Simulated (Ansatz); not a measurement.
# BClF2H2 (built from SMILES FB(F)Cl.[H][H]): search for a transition state, part 2 of 2

Ansatz 0.2.0, Gaussian basis; PBE0-D4.

**7. Relaxing after a step of 0.30 Å one way along the mode**

downa/in.yaml reads:

```yaml
crystal:
  periodic: [false, false, false]
  atoms:
    - {symbol: B, position_ang: [-0.097831, -0.356249, -0.467918]}
    - {symbol: Cl, position_ang: [0.209325, 1.390103, 1.069765]}
    - {symbol: F, position_ang: [0.886496, -0.074877, -1.330987]}
    - {symbol: F, position_ang: [-1.370897, -0.130888, -0.816451]}
    - {symbol: H, position_ang: [0.243779, 0.208255, 1.092264]}
    - {symbol: H, position_ang: [0.129029, -1.036343, 0.453328]}
basis:
  gaussian: {orbitals: def2-TZVP}
hamiltonian: {xc: pbe0, dispersion: d4}
relax: {f_tol: 0.005, max_steps: 200}
```

On the command line:

```
$ ansatz run in.yaml --threads 2 --pin off --events-out ev --progress --plain --max-ram 4352MiB
```

Standard output:

```text
Functional definition: PBE0
  name "PBE0"
  cite "Adamo & Barone, J. Chem. Phys. 110, 6158 (1999) doi:10.1063/1.478522"
  cite "Perdew, Burke & Ernzerhof, Phys. Rev. Lett. 77, 3865 (1996) doi:10.1103/PhysRevLett.77.3865"
  parent pbe
  parameter a = 0.25
  parameter kappa = 0.804
  parameter beta = 0.06672455060314922
  exchange = (1 - a)*pbe_x(kappa = kappa, mu = beta*pi^2/3) + a*exact_x
  correlation = pbe_c(beta = beta)
837 factors; their error is unknown
mean field evaluation 1: about -18658.2050 eV, gradient 3.7e1 eV
mean field evaluation 2: about -18656.6800 eV, gradient 5.2e1 eV
mean field evaluation 4: about -18660.1366 eV, gradient 9.8e-1 eV
mean field evaluation 8: about -18660.1988 eV, gradient 1.3e-2 eV
mean field -18660.19876698 eV, -685.7496563495 hartree, gradient 6.3e-5 eV, S^2 0.000000; 0 other end points of the search recorded, 0 dependent functions left out
the calculation of the forces begins
reference -18660.19879312 eV, -685.7496573103 hartree; 21, 21 occupied and 121, 121 virtual orbitals, 837 factors
relax step   1: F+E_penalty+E_count = -18660.27134883 eV  Δ(F+E_penalty+E_count) = +0.000e0 eV  max|allowed force component| = 5.722e0 eV/Å  Δτ_max = 0.0000 Å  (26 SCF iters, accepted)
these checks for a lower state are left out or cut short: starts, cluster_reference, orbital_swaps, neighbouring_geometries, increment
837 factors; their error is unknown
mean field evaluation 16: about -18660.5219 eV, gradient 7.3e0 eV
mean field -18660.71694819 eV, -685.7686991578 hartree, gradient 1.4e-5 eV, S^2 0.000000; 0 other end points of the search recorded, 0 dependent functions left out
the calculation of the forces begins
reference -18660.71697450 eV, -685.7687001245 hartree; 21, 21 occupied and 121, 121 virtual orbitals, 837 factors
relax step   2: F+E_penalty+E_count = -18660.78789026 eV  Δ(F+E_penalty+E_count) = -5.165e-1 eV  max|allowed force component| = 1.854e0 eV/Å  Δτ_max = 0.1955 Å  (29 SCF iters, accepted)
these checks for a lower state are left out or cut short: starts, cluster_reference, orbital_swaps, neighbouring_geometries, increment
837 factors; their error is unknown
mean field evaluation 32: about -18660.9491 eV, gradient 1.2e-5 eV
mean field -18660.94912504 eV, -685.7772314995 hartree, gradient 1.2e-5 eV, S^2 0.000000; 0 other end points of the search recorded, 0 dependent functions left out
the calculation of the forces begins
reference -18660.94915172 eV, -685.7772324801 hartree; 21, 21 occupied and 121, 121 virtual orbitals, 837 factors
relax step   3: F+E_penalty+E_count = -18661.02039940 eV  Δ(F+E_penalty+E_count) = -2.325e-1 eV  max|allowed force component| = 8.929e-1 eV/Å  Δτ_max = 0.1950 Å  (34 SCF iters, accepted)
these checks for a lower state are left out or cut short: starts, cluster_reference, orbital_swaps, neighbouring_geometries, increment
837 factors; their error is unknown
mean field -18661.05762789 eV, -685.7812189059 hartree, gradient 2.0e-5 eV, S^2 0.000000; 0 other end points of the search recorded, 0 dependent functions left out
the calculation of the forces begins
reference -18661.05765489 eV, -685.7812198980 hartree; 21, 21 occupied and 121, 121 virtual orbitals, 837 factors
relax step   4: F+E_penalty+E_count = -18661.12776938 eV  Δ(F+E_penalty+E_count) = -1.074e-1 eV  max|allowed force component| = 9.930e-1 eV/Å  Δτ_max = 0.1937 Å  (29 SCF iters, accepted)
these checks for a lower state are left out or cut short: starts, cluster_reference, orbital_swaps, neighbouring_geometries, increment
837 factors; their error is unknown
mean field -18661.13645683 eV, -685.7841158158 hartree, gradient 2.4e-5 eV, S^2 0.000000; 0 other end points of the search recorded, 0 dependent functions left out
the calculation of the forces begins
reference -18661.13648438 eV, -685.7841168284 hartree; 21, 21 occupied and 121, 121 virtual orbitals, 837 factors
relax step   5: F+E_penalty+E_count = -18661.20420622 eV  Δ(F+E_penalty+E_count) = -7.644e-2 eV  max|allowed force component| = 5.253e-1 eV/Å  Δτ_max = 0.1943 Å  (30 SCF iters, accepted)
these checks for a lower state are left out or cut short: starts, cluster_reference, orbital_swaps, neighbouring_geometries, increment
837 factors; their error is unknown
mean field -18661.17354035 eV, -685.7854786101 hartree, gradient 1.9e-5 eV, S^2 0.000000; 0 other end points of the search recorded, 0 dependent functions left out
the calculation of the forces begins
reference -18661.17356814 eV, -685.7854796313 hartree; 21, 21 occupied and 121, 121 virtual orbitals, 837 factors
relax step   6: F+E_penalty+E_count = -18661.23786873 eV  Δ(F+E_penalty+E_count) = -3.366e-2 eV  max|allowed force component| = 2.975e-1 eV/Å  Δτ_max = 0.1456 Å  (28 SCF iters, accepted)
these checks for a lower state are left out or cut short: starts, cluster_reference, orbital_swaps, neighbouring_geometries, increment
837 factors; their error is unknown
mean field -18661.18500932 eV, -685.7859000871 hartree, gradient 1.2e-5 eV, S^2 0.000000; 0 other end points of the search recorded, 0 dependent functions left out
the calculation of the forces begins
reference -18661.18503734 eV, -685.7859011166 hartree; 21, 21 occupied and 121, 121 virtual orbitals, 837 factors
relax step   7: F+E_penalty+E_count = -18661.24706496 eV  Δ(F+E_penalty+E_count) = -9.196e-3 eV  max|allowed force component| = 1.595e-1 eV/Å  Δτ_max = 0.1029 Å  (29 SCF iters, accepted)
these checks for a lower state are left out or cut short: starts, cluster_reference, orbital_swaps, neighbouring_geometries, increment
837 factors; their error is unknown
mean field evaluation 64: about -18661.1325 eV, gradient 1.4e-1 eV
mean field -18661.19403763 eV, -685.7862318713 hartree, gradient 1.2e-5 eV, S^2 0.000000; 0 other end points of the search recorded, 0 dependent functions left out
the calculation of the forces begins
reference -18661.19406568 eV, -685.7862329019 hartree; 21, 21 occupied and 121, 121 virtual orbitals, 837 factors
relax step   8: F+E_penalty+E_count = -18661.25568783 eV  Δ(F+E_penalty+E_count) = -8.623e-3 eV  max|allowed force component| = 3.910e-1 eV/Å  Δτ_max = 0.1858 Å  (28 SCF iters, accepted)
these checks for a lower state are left out or cut short: starts, cluster_reference, orbital_swaps, neighbouring_geometries, increment
837 factors; their error is unknown
mean field -18661.20042550 eV, -685.7864666213 hartree, gradient 1.9e-5 eV, S^2 0.000000; 0 other end points of the search recorded, 0 dependent functions left out
the calculation of the forces begins
reference -18661.20045356 eV, -685.7864676524 hartree; 21, 21 occupied and 121, 121 virtual orbitals, 837 factors
relax step   9: F+E_penalty+E_count = -18661.26256069 eV  Δ(F+E_penalty+E_count) = -6.873e-3 eV  max|allowed force component| = 1.380e-1 eV/Å  Δτ_max = 0.0992 Å  (28 SCF iters, accepted)
these checks for a lower state are left out or cut short: starts, cluster_reference, orbital_swaps, neighbouring_geometries, increment
837 factors; their error is unknown
mean field -18661.20216454 eV, -685.7865305296 hartree, gradient 1.5e-5 eV, S^2 0.000000; 0 other end points of the search recorded, 0 dependent functions left out
the calculation of the forces begins
reference -18661.20219271 eV, -685.7865315651 hartree; 21, 21 occupied and 121, 121 virtual orbitals, 837 factors
relax step  10: F+E_penalty+E_count = -18661.26408954 eV  Δ(F+E_penalty+E_count) = -1.529e-3 eV  max|allowed force component| = 1.039e-1 eV/Å  Δτ_max = 0.1029 Å  (27 SCF iters, accepted)
these checks for a lower state are left out or cut short: starts, cluster_reference, orbital_swaps, neighbouring_geometries, increment
837 factors; their error is unknown
mean field -18661.20280657 eV, -685.7865541240 hartree, gradient 1.1e-5 eV, S^2 0.000000; 0 other end points of the search recorded, 0 dependent functions left out
the calculation of the forces begins
reference -18661.20283475 eV, -685.7865551596 hartree; 21, 21 occupied and 121, 121 virtual orbitals, 837 factors
relax step  11: F+E_penalty+E_count = -18661.26449953 eV  Δ(F+E_penalty+E_count) = -4.100e-4 eV  max|allowed force component| = 7.451e-2 eV/Å  Δτ_max = 0.0175 Å  (28 SCF iters, accepted)
these checks for a lower state are left out or cut short: starts, cluster_reference, orbital_swaps, neighbouring_geometries, increment
837 factors; their error is unknown
mean field evaluation 96: about -18661.2034 eV, gradient 1.2e-5 eV
mean field -18661.20341148 eV, -685.7865763538 hartree, gradient 1.2e-5 eV, S^2 0.000000; 0 other end points of the search recorded, 0 dependent functions left out
the calculation of the forces begins
reference -18661.20343972 eV, -685.7865773916 hartree; 21, 21 occupied and 121, 121 virtual orbitals, 837 factors
relax step  12: F+E_penalty+E_count = -18661.26505895 eV  Δ(F+E_penalty+E_count) = -5.594e-4 eV  max|allowed force component| = 2.176e-2 eV/Å  Δτ_max = 0.0314 Å  (28 SCF iters, accepted)
these checks for a lower state are left out or cut short: starts, cluster_reference, orbital_swaps, neighbouring_geometries, increment
837 factors; their error is unknown
mean field -18661.20319412 eV, -685.7865683663 hartree, gradient 1.2e-5 eV, S^2 0.000000; 0 other end points of the search recorded, 0 dependent functions left out
the calculation of the forces begins
reference -18661.20322243 eV, -685.7865694064 hartree; 21, 21 occupied and 121, 121 virtual orbitals, 837 factors
relax step  13: F+E_penalty+E_count = -18661.26480514 eV  Δ(F+E_penalty+E_count) = +2.538e-4 eV  max|allowed force component| = 1.055e-1 eV/Å  Δτ_max = 0.0591 Å  (29 SCF iters, rejected (line search))
these checks for a lower state are left out or cut short: starts, cluster_reference, orbital_swaps, neighbouring_geometries, increment
837 factors; their error is unknown
mean field -18661.20368708 eV, -685.7865864821 hartree, gradient 1.1e-5 eV, S^2 0.000000; 0 other end points of the search recorded, 0 dependent functions left out
the calculation of the forces begins
reference -18661.20371537 eV, -685.7865875216 hartree; 21, 21 occupied and 121, 121 virtual orbitals, 837 factors
relax step  14: F+E_penalty+E_count = -18661.26525720 eV  Δ(F+E_penalty+E_count) = -1.983e-4 eV  max|allowed force component| = 8.126e-3 eV/Å  Δτ_max = 0.0250 Å  (29 SCF iters, accepted)
these checks for a lower state are left out or cut short: starts, cluster_reference, orbital_swaps, neighbouring_geometries, increment
837 factors; their error is unknown
mean field -18661.20367070 eV, -685.7865858802 hartree, gradient 1.2e-5 eV, S^2 0.000000; 0 other end points of the search recorded, 0 dependent functions left out
the calculation of the forces begins
reference -18661.20369907 eV, -685.7865869226 hartree; 21, 21 occupied and 121, 121 virtual orbitals, 837 factors
relax step  15: F+E_penalty+E_count = -18661.26519120 eV  Δ(F+E_penalty+E_count) = +6.600e-5 eV  max|allowed force component| = 5.488e-2 eV/Å  Δτ_max = 0.0467 Å  (30 SCF iters, rejected (line search))
these checks for a lower state are left out or cut short: starts, cluster_reference, orbital_swaps, neighbouring_geometries, increment
837 factors; their error is unknown
mean field evaluation 128: about -18661.2039 eV, gradient 1.1e-5 eV
mean field -18661.20388971 eV, -685.7865939285 hartree, gradient 1.1e-5 eV, S^2 0.000000; 0 other end points of the search recorded, 0 dependent functions left out
the calculation of the forces begins
reference -18661.20391804 eV, -685.7865949696 hartree; 21, 21 occupied and 121, 121 virtual orbitals, 837 factors
relax step  16: F+E_penalty+E_count = -18661.26531398 eV  Δ(F+E_penalty+E_count) = -5.678e-5 eV  max|allowed force component| = 1.751e-2 eV/Å  Δτ_max = 0.0228 Å  (29 SCF iters, accepted)
these checks for a lower state are left out or cut short: starts, cluster_reference, orbital_swaps, neighbouring_geometries, increment
837 factors; their error is unknown
mean field -18661.20397550 eV, -685.7865970813 hartree, gradient 1.1e-5 eV, S^2 0.000000; 0 other end points of the search recorded, 0 dependent functions left out
the calculation of the forces begins
reference -18661.20400386 eV, -685.7865981234 hartree; 21, 21 occupied and 121, 121 virtual orbitals, 837 factors
relax step  17: F+E_penalty+E_count = -18661.26534620 eV  Δ(F+E_penalty+E_count) = -3.222e-5 eV  max|allowed force component| = 3.774e-3 eV/Å  Δτ_max = 0.0140 Å  (30 SCF iters, accepted)
837 factors; their error is unknown
mean field -18661.20397550 eV, -685.7865970813 hartree, gradient 2.2e-5 eV, S^2 0.000000; 1 other end points of the search recorded, 0 dependent functions left out
the calculation of the forces begins
reference -18661.20400386 eV, -685.7865981234 hartree; 21, 21 occupied and 121, 121 virtual orbitals, 837 factors
Total energy: -18661.26537455 eV, -685.7888534549 hartree
Atom 0 at    -0.181425    -0.650173    -0.866665 Å, force    -0.000941     0.003269    -0.003774 eV/Å
Atom 1 at     0.258119     1.652571     1.312408 Å, force    -0.000038     0.000202    -0.000144 eV/Å
Atom 2 at     0.789737    -0.201902    -1.630336 Å, force     0.000878    -0.001866     0.001483 eV/Å
Atom 3 at    -1.407461    -0.256425    -1.129522 Å, force    -0.000060    -0.001889     0.001696 eV/Å
Atom 4 at     0.504375     0.889446     2.309716 Å, force     0.000173    -0.000205     0.000738 eV/Å
Atom 5 at     0.036556    -1.433515     0.004401 Å, force    -0.000012     0.000489     0.000001 eV/Å
Dipole moment:     0.095275    -0.203625     0.395826 e Å
```

It took 40 s on 2 threads of AMD EPYC 7R43, shared host.

Step by step:

```
step  energy from step 1 (eV)  largest force component (eV/Å)
   1                   0.0000                          5.7220
   2                  -0.5165                          1.8536
   3                  -0.7491                          0.8929
   4                  -0.8564                          0.9930
   5                  -0.9329                          0.5253
   6                  -0.9665                          0.2975
   7                  -0.9757                          0.1595
   8                  -0.9843                          0.3910
   9                  -0.9912                          0.1380
  10                  -0.9927                          0.1039
  11                  -0.9932                          0.0745
  12                  -0.9937                          0.0218
  13                  -0.9935                          0.1055
  14                  -0.9939                          0.0081
  15                  -0.9938                          0.0549
  16                  -0.9940                          0.0175
  17                  -0.9940                          0.0038
```

Distances of close pairs at the start and the end, largest changes first:

```
  bond  before (Å)  after (Å)  change (Å)
Cl2–H5       1.183      1.280      +0.097
 B1–F4       1.339      1.314      -0.025
 B1–F3       1.339      1.314      -0.025
 B1–H6       1.167      1.192      +0.024
```

**8. Relaxing after a step of 0.30 Å the other way along the mode**

downb/in.yaml reads:

```yaml
crystal:
  periodic: [false, false, false]
  atoms:
    - {symbol: B, position_ang: [-0.084543, 0.108036, -0.359079]}
    - {symbol: Cl, position_ang: [0.148524, 1.535513, 0.818845]}
    - {symbol: F, position_ang: [0.894243, -0.112863, -1.266702]}
    - {symbol: F, position_ang: [-1.348238, -0.168503, -0.755565]}
    - {symbol: H, position_ang: [0.225834, -0.374385, 0.950107]}
    - {symbol: H, position_ang: [0.164081, -0.987797, 0.612394]}
basis:
  gaussian: {orbitals: def2-TZVP}
hamiltonian: {xc: pbe0, dispersion: d4}
relax: {f_tol: 0.005, max_steps: 200}
```

On the command line:

```
$ ansatz run in.yaml --threads 2 --pin off --events-out ev --progress --plain --max-ram 4352MiB
```

Standard output, shortened:

```text
[... 5 set-up lines as earlier in the session ...]
[...]
837 factors; their error is unknown
[...]
mean field -18660.54493203 eV, -685.7623776804 hartree, gradient 5.4e-6 eV, S^2 0.000000; 0 other end points of the search recorded, 0 dependent functions left out
[...]
reference -18660.54495727 eV, -685.7623786079 hartree; 21, 21 occupied and 121, 121 virtual orbitals, 837 factors
relax step   1: F+E_penalty+E_count = -18660.61952924 eV  Δ(F+E_penalty+E_count) = +0.000e0 eV  max|allowed force component| = 3.593e0 eV/Å  Δτ_max = 0.0000 Å  (27 SCF iters, accepted)
[...]
837 factors; their error is unknown
mean field -18661.74714504 eV, -685.8065581937 hartree, gradient 1.4e-5 eV, S^2 0.000000; 1 other end points of the search recorded, 0 dependent functions left out
[...]
reference -18661.74717261 eV, -685.8065592068 hartree; 21, 21 occupied and 121, 121 virtual orbitals, 837 factors
Total energy: -18661.81971605 eV, -685.8092251293 hartree
Atom 0 at    -0.178191     0.649007    -0.711029 Å, force     0.000120     0.001065     0.000639 eV/Å
Atom 1 at     0.042204     1.970883     0.399726 Å, force     0.000080     0.000542     0.000410 eV/Å
Atom 2 at     0.837281     0.176640    -1.391178 Å, force     0.000928    -0.000495    -0.001067 eV/Å
Atom 3 at    -1.364542     0.122032    -0.889308 Å, force    -0.001276    -0.000549    -0.000566 eV/Å
Atom 4 at     0.383130    -1.191948     1.551515 Å, force     0.000062     0.000110     0.000283 eV/Å
Atom 5 at     0.280019    -1.726614     1.040274 Å, force     0.000086    -0.000673     0.000301 eV/Å
Dipole moment:     0.010798     0.023343     0.049912 e Å
```

Wall time 45 s (2 threads of AMD EPYC 7R43, shared host).

Step by step: (the energy doesn't fall at every step)

```
step  energy from step 1 (eV)  largest force component (eV/Å)
   1                   0.0000                          3.5926
   2                  -0.4079                          1.4354
   3                  -0.6722                          1.2582
   4                  -0.9609                          0.9631
   5                  -1.1100                          0.7349
   6                  -1.1633                          0.9368
   7                  -1.0873                          1.7775
   8                  -1.1891                          0.3117
   9                  -1.1930                          0.1673
  10                  -1.1973                          0.1093
  11                  -1.1987                          0.0746
  12                  -1.1994                          0.0723
  13                  -1.1998                          0.0438
  14                  -1.1999                          0.0261
  15                  -1.2000                          0.0450
  16                  -1.2000                          0.0687
  17                  -1.2001                          0.0163
  18                  -1.2002                          0.0013
```

Distances of close pairs at the start and the end, largest changes first:

```
  bond  before (Å)  after (Å)  change (Å)
 B1–H5       1.429      2.970      +1.541
B1–Cl2       1.865      1.741      -0.125
 H5–H6       0.703      0.747      +0.044
 B1–F4       1.353      1.310      -0.043
 B1–F3       1.353      1.310      -0.043
```

**9. The three structures**

```
  pair  start side (Å)  saddle (Å)  end side (Å)
 B1–H6           2.987       1.319         1.192
Cl2–H5           3.383       1.549         1.280
B1–Cl2           1.741       2.106         3.201
 H5–H6           0.747       1.053         3.306
```

**10. What came out**

What follows sums up all 2 parts.

```
                       quantity                                                     value
                 imaginary mode                                                 997i cm⁻¹
    barrier from the start side                                              154.5 kJ/mol
      barrier from the end side                                              101.0 kJ/mol
             energy of the step                                              +53.5 kJ/mol
              pairs that change  B1–H6 formed, Cl2–H5 formed, B1–Cl2 broken, H5–H6 broken
zero-point energy at the saddle                                                  0.703 eV
```

The point has a single imaginary mode (997i cm⁻¹), as a transition state must. It joins the planned start and end. At PBE0-D4/def2-TZVP the electronic barrier is 154.5 kJ/mol, about 62 kT at 298 K, and the step runs 53.5 kJ/mol uphill. These are plain relaxations, not an intrinsic reaction coordinate. The ends are the nearest minima, not always the lowest complexes.
